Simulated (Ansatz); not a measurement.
# C2H9NSSi: small, medium and large basis sets

One table from this session's results is given with a row withheld; the runs are named, their logs left out.

Program: Ansatz 0.2.0, Gaussian basis. Level of theory: one geometry, several basis sets. These are calculated values, not measurements.

Levels to be run: PBE0-D4/def2-SVP; ωB97M-V/def2-SVP; PBE0-D4/def2-QZVPP; ωB97M-V/def2-QZVPP; the functionals' def2-TZVPP values are taken from earlier runs.

## The relaxed structure

The geometry comes from an earlier relaxation with PBE0-D4 in a triple-zeta def2 set; it is a stationary point, not always the lowest conformer.

SMILES `NC(S)C[SiH3]`, 14 atoms, charge 0, spin multiplicity 1.

Atoms are counted from 1 here; the program's logs count them from 0.

Bond lengths: N1–C2 1.446 Å, N1–H6 1.015 Å, N1–H7 1.014 Å, C2–S3 1.820 Å, C2–C4 1.529 Å, C2–H8 1.094 Å, S3–H9 1.342 Å, C4–Si5 1.888 Å, C4–H10 1.096 Å, C4–H11 1.096 Å, Si5–H12 1.489 Å, Si5–H13 1.484 Å, Si5–H14 1.488 Å. Angles: C2–N1–H6 110.2°, C2–N1–H7 110.1°, H6–N1–H7 108.0°, N1–C2–S3 109.4°, N1–C2–C4 116.2°, N1–C2–H8 107.4°, S3–C2–C4 107.3°, S3–C2–H8 107.4°, C4–C2–H8 108.7°, C2–S3–H9 95.6°, C2–C4–Si5 115.6°, C2–C4–H10 109.7°, C2–C4–H11 108.0°, Si5–C4–H10 109.2°, Si5–C4–H11 107.5°, H10–C4–H11 106.5°, C4–Si5–H12 108.9°, C4–Si5–H13 112.0° and more.

Set-up of the first run:

in.yaml reads:

```yaml
crystal:
  periodic: [false, false, false]
  atoms:
    - {symbol: N, position_ang: [-1.464398, 1.391288, 0.775769]}
    - {symbol: C, position_ang: [-0.497439, 0.325977, 0.634111]}
    - {symbol: S, position_ang: [0.988518, 0.723110, 1.607866]}
    - {symbol: C, position_ang: [-0.038427, 0.017024, -0.791351]}
    - {symbol: Si, position_ang: [1.145770, -1.442266, -0.967934]}
    - {symbol: H, position_ang: [-2.308140, 1.169841, 0.257566]}
    - {symbol: H, position_ang: [-1.087567, 2.256450, 0.404825]}
    - {symbol: H, position_ang: [-0.939769, -0.577140, 1.064266]}
    - {symbol: H, position_ang: [0.334985, 0.943838, 2.759411]}
    - {symbol: H, position_ang: [0.420635, 0.909266, -1.232609]}
    - {symbol: H, position_ang: [-0.927330, -0.205305, -1.392775]}
    - {symbol: H, position_ang: [1.155216, -1.885751, -2.389159]}
    - {symbol: H, position_ang: [2.532347, -1.083990, -0.578657]}
    - {symbol: H, position_ang: [0.672799, -2.571644, -0.122627]}
basis:
  gaussian: {orbitals: def2-SVP}
hamiltonian: {xc: pbe0, dispersion: d4}
output: {orbitals: {seedname: orbitals}}
```

Among the steps run: PBE0-D4 in def2-SVP; ωB97M-V in def2-SVP; PBE0-D4 in def2-QZVPP; ωB97M-V in def2-QZVPP.

One of the session's tables, all rows but one given; the rest of the session is left out.

It belongs to the step «Density functionals: the series». 

```
functional       basis  HOMO (eV)  LUMO (eV)
   PBE0-D4    def2-SVP      -6.69       0.65
   PBE0-D4  def2-TZVPP      -6.88       0.19
   PBE0-D4  def2-QZVPP      -6.92       0.01
   ωB97M-V    def2-SVP      -8.93       2.53
   ωB97M-V  def2-TZVPP          ?          ?
   ωB97M-V  def2-QZVPP      -9.18       1.43
```

Q: Estimate the row for ωB97M-V, def2-TZVPP from the others.

The run gave: HOMO (eV): -9.14; LUMO (eV): 1.85. In the column «HOMO (eV)» it lies between ωB97M-V, def2-QZVPP (-9.18) and ωB97M-V, def2-SVP (-8.93).
